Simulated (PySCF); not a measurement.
Molecule: NMgH3, in a box.

```
CELL_PARAMETERS angstrom
11.00000 0.00000 0.00000
0.00000 14.00000 0.00000
0.00000 0.00000 11.00000
ATOMIC_POSITIONS crystal
N 0.49348 0.39630 0.49308
Mg 0.53001 0.53172 0.46849
H 0.43537 0.36653 0.44941
H 0.53243 0.36126 0.55739
H 0.56650 0.64693 0.44703
```

The cell isn't the ideal one: atoms moved at random, drawn with an rms of 0.05 Å.

Base run:

```yaml
Program: PySCF 2.14.0
Functional: HCTH407
Dispersion: D3
Potentials_or_basis: cc-pvdz (all-electron)
k_mesh: 1 × 1 × 1
Occupations: fixed
Spin: no spin polarisation
```

Its results: gap between the frontier levels 3.50 eV.

Problem. The run is repeated on the same cell with these changes: functional from HCTH407 to B97-D. What comes out?

Solution. Gap between the frontier levels 3.59 eV.

Caveats: this is a molecule in a periodic box at the Γ point, so its band gap is the HOMO-LUMO gap; the basis of atomic orbitals isn't converged, which shifts pressures, moduli and gaps.

